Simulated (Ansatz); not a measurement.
# Cs2ScAgBr6: the cost of one run

Computed with Ansatz 0.2.0 (DFT PBEsol, scalar-relativistic, plane waves, PAW, unless a step's input says otherwise).

3 further runs of the same task are left out: 3 set aside as unsound or not needed.

### 1 The structure to begin with

Symmetry: Fm-3m, No. 225, cubic system. Conventional cell: a = 10.846 Å, b = 10.846 Å, c = 10.846 Å, α = 90.00°, β = 90.00°, γ = 90.00°. Around Cs (site symmetry -43m) lie 12 Br at 3.84 Å. Sc (site symmetry m-3m) is surrounded by 6 Br at 2.63 Å. Ag (site symmetry m-3m) has 6 Br at 2.79 Å as nearest neighbours. Br (site symmetry 4mm) has 1 Sc at 2.63 Å and 1 Ag at 2.79 Å as nearest neighbours.

Coordinates:

```
Cs Sc Ag Br
1.0
     0.00000    5.42303    5.42303
     5.42303    0.00000    5.42303
     5.42303    5.42303    0.00000
Cs Sc Ag Br
2 1 1 6
Direct
  0.75000 0.75000 0.75000
  0.25000 0.25000 0.25000
  0.00000 0.00000 0.00000
  0.50000 0.50000 0.50000
  0.75731 0.24269 0.24269
  0.24269 0.24269 0.75731
  0.24269 0.75731 0.75731
  0.24269 0.75731 0.24269
  0.75731 0.24269 0.75731
  0.75731 0.75731 0.24269
```

It goes back to an entry of the Materials Project, which need not be the stable form.

It is the result of an earlier relaxation at this level (volume 31.90 Å³/atom; gap on the mesh: 2.73 eV).

### 2 The reference cell

The reference gives a free energy of -37239.2040 eV, pressure 0.00 GPa, largest force 0.002 eV/Å and gap on the mesh 2.73 eV. It was computed beforehand with the settings of the runs below.

### 3 The scan: freezing in a mode

Mode 4 of the phonon run on this cell, counted from the lowest, is frozen in: each atom moves by x times its row below, so x is the largest displacement.

```
atom      ux      uy      uz
 Cs1   0.000   0.000   0.000
 Cs2   0.000   0.000   0.000
 Sc3   0.000   0.000   0.000
 Ag4   0.000   0.000   0.000
 Br5   0.000   0.000  -0.707
 Br6   0.707   0.707   0.000
 Br7   0.000   0.000   0.707
 Br8   0.000   0.000  -0.707
 Br9   0.000   0.000   0.707
Br10  -0.707  -0.707   0.000
```

### 4 At x = -0.400 Å

File input.yaml:

```yaml
crystal:
  lattice:
    - [0.0, 5.4230321776, 5.4230321776]
    - [5.4230321776, 0.0, 5.4230321776]
    - [5.4230321776, 5.4230321776, 0.0]
  atoms:
    - { symbol: Cs, position: [0.75, 0.75, 0.75] }
    - { symbol: Cs, position: [0.25, 0.25, 0.25] }
    - { symbol: Sc, position: [0.0, 0.0, 0.0] }
    - { symbol: Ag, position: [0.5, 0.5, 0.5] }
    - { symbol: Br, position: [0.7833882877, 0.2687675365, 0.2166117123] }
    - { symbol: Br, position: [0.2426896244, 0.2426896244, 0.7051545515] }
    - { symbol: Br, position: [0.2166117123, 0.7312324635, 0.7833882877] }
    - { symbol: Br, position: [0.2687675365, 0.7833882877, 0.2166117123] }
    - { symbol: Br, position: [0.7312324635, 0.2166117123, 0.7833882877] }
    - { symbol: Br, position: [0.7573103756, 0.7573103756, 0.2948454485] }
basis:
  ecutwfc: 420
kpoints:
  mp_grid: { grid: [4, 4, 4] }
hamiltonian:
  xc: pbesol
scf:
  occupations: { method: gaussian, width: 0.05 }
output:
  forces: true
  stress: true
  eigenvalues: true
```

Started as:

```console
ansatz run input.yaml --threads 2 --pin off --max-ram 5120MiB --backend cpu --events-out ev --progress --plain --runs-dir out
```

What time and memory should one allow on 2 threads of Arm Neoverse V1, shared host?

About 17 s, with a peak of 0.83 GiB.
